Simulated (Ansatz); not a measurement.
# LaPb3 (database structure): how the settings move a single-point run

Question: which choices in the input matter for LaPb3 (database structure)?

Method: reference: DFT r2SCAN, plane waves, PAW, scalar-relativistic, no spin polarisation, in Ansatz 0.2.0.

### Step 1. The system as given

The structure is cubic, space group Pm-3m (No. 221). The conventional cell has a = 5.018 Å, b = 5.018 Å, c = 5.018 Å, α = 90.00°, β = 90.00°, γ = 90.00°. La (site symmetry m-3m) has 12 Pb at 3.55 Å as nearest neighbours. Pb (site symmetry 4/mmm) has 4 La at 3.55 Å and 8 Pb at 3.55 Å as nearest neighbours.

Coordinates:

```cif
data_structure
_symmetry_space_group_name_H-M 'P 1'
_symmetry_Int_Tables_number 1
_cell_length_a 5.0175
_cell_length_b 5.0175
_cell_length_c 5.0175
_cell_angle_alpha 90.000
_cell_angle_beta 90.000
_cell_angle_gamma 90.000
_cell_volume 126.32
loop_
_atom_site_label
_atom_site_type_symbol
_atom_site_fract_x
_atom_site_fract_y
_atom_site_fract_z
_atom_site_occupancy
La1 La 0.00000 0.00000 0.00000 1
Pb1 Pb 0.00000 0.50000 0.50000 1
Pb2 Pb 0.50000 0.00000 0.50000 1
Pb3 Pb 0.50000 0.50000 0.00000 1
```

### Step 2. The reference run

input.yaml

```yaml
crystal:
  lattice:
    - [5.01750549, 0.0, 0.0]
    - [0.0, 5.01750549, 0.0]
    - [0.0, 0.0, 5.01750549]
  atoms:
    - { symbol: La, position: [0.0, 0.0, 0.0] }
    - { symbol: Pb, position: [0.0, 0.5, 0.5] }
    - { symbol: Pb, position: [0.5, 0.0, 0.5] }
    - { symbol: Pb, position: [0.5, 0.5, 0.0] }
  symmetry: { tolerance: 0.0003 }
kpoints:
  mp_grid: { grid: [4, 4, 4], shift: [0, 0, 0] }
magnetization:
  spin_polarized: false
scf:
  occupations: { method: fermi_dirac }
hamiltonian:
  pseudopotentials: { kind: paw }
  xc: r2scan
basis:
  ecutwfc: 500
output:
  forces: true
  stress: true
  eigenvalues: true
```

On the command line:

```
$ ansatz run input.yaml --threads 1 --pin off --max-ram 2560MiB --backend cpu --events-out ev --progress --plain --runs-dir out
```

### Step 3. Changing settings: occupations.method gaussian, occupations.width 0.005, lower_state_search off

Changes to input.yaml since step 2:

```diff
@@ -16,3 +16,4 @@
 scf:
-  occupations: { method: fermi_dirac }
+  occupations: { method: gaussian, width: 0.005 }
+  lower_state_search: "off"
 hamiltonian:
```

### Step 4. Changed: mp_grid.grid [3, 3, 3], ecutwfc 33.1 Ry

Changes to input.yaml since step 2:

```diff
@@ -12,3 +12,3 @@
 kpoints:
-  mp_grid: { grid: [4, 4, 4], shift: [0, 0, 0] }
+  mp_grid: { grid: [3, 3, 3], shift: [0, 0, 0] }
 magnetization:
@@ -21,3 +21,3 @@
 basis:
-  ecutwfc: 500
+  ecutwfc: "33.1 Ry"
 output:
@@ -26 +26,5 @@
   eigenvalues: true
+  write_density: true
+  write_potential: true
+  elf: true
+  volumetric_format: npy
```

### Step 5. Changing settings: mp_grid.shift [0.5, 0.5, 0.5], ecutwfc 40.4 Ry

Changes to input.yaml since step 2:

```diff
@@ -12,3 +12,3 @@
 kpoints:
-  mp_grid: { grid: [4, 4, 4], shift: [0, 0, 0] }
+  mp_grid: { grid: [4, 4, 4], shift: [0.5, 0.5, 0.5] }
 magnetization:
@@ -21,3 +21,3 @@
 basis:
-  ecutwfc: 500
+  ecutwfc: "40.4 Ry"
 output:
```

### Step 6. Changing settings: scf.algorithm direct_min

Changes to input.yaml since step 2:

```diff
@@ -17,2 +17,3 @@
   occupations: { method: fermi_dirac }
+  algorithm: direct_min
 hamiltonian:
```

**Question.** What will these runs give? Wanted: for each run, ending; energy change; pressure; gap; force.

As calculated:

```tsv
run	ending	energy change	pressure (GPa)	gap (eV)	force (eV/Å)	cycles	time
reference	converged	0	-1.6	0.00	0.00	9	17 s
1: occupations.method gaussian, occupations.width 0.005, lower_state_search off	converged	+2.7 meV/atom (σ→0)	-1.6	0.00	0.00	8	18 s
2: mp_grid.grid [3, 3, 3], ecutwfc 33.1 Ry	converged	-33.9 meV/atom	-2.1	0.00	0.00	8	8.7 s
3: mp_grid.shift [0.5, 0.5, 0.5], ecutwfc 40.4 Ry	converged	-41.5 meV/atom	-2.1	0.00	0.00	8	10 s
4: scf.algorithm direct_min	converged	0.0 meV/atom	-1.6	0.00	0.00	6	56 s
```

Times don't compare one to one where runs were asked for different outputs or read a saved state (see the inputs); cycles may leave out searches for a lower state.

Residual by cycle in the longest SCF loop of each run; runs are numbered as in the table. The quantity is the density residual dr2, in eV.

```tsv
cycle	reference	run 1	run 2	run 3	run 4
1	0.252	0.261	0.182	0.252	0.238
2	0.0178	0.09	0.0148	0.019	0.677
3	9.7e-4	0.00145	0.00215	7.3e-4	0.00134
4	4.7e-4	4.0e-4	1.6e-4	3.6e-4	4.4e-6
5	4.4e-5	5.5e-5	6.1e-5	4.5e-5	2.0e-7
6	1.0e-5	2.2e-6	2.3e-6	8.3e-6	2.9e-8
7	1.5e-6	2.7e-7	1.7e-7	9.8e-7	-
8	1.5e-7	5.1e-8	7.1e-9	8.3e-8	-
9	8.8e-10	-	-	-	-
```

**Reading.** Run 2 ran under the cutoff that the potentials recommend, as the log warns, so basis error is mixed into its values.

Caveats on the reference run: it is run without spin, though an odd electron count or open d shells could carry moments; its mesh is coarse for a cell with so small a gap or none.
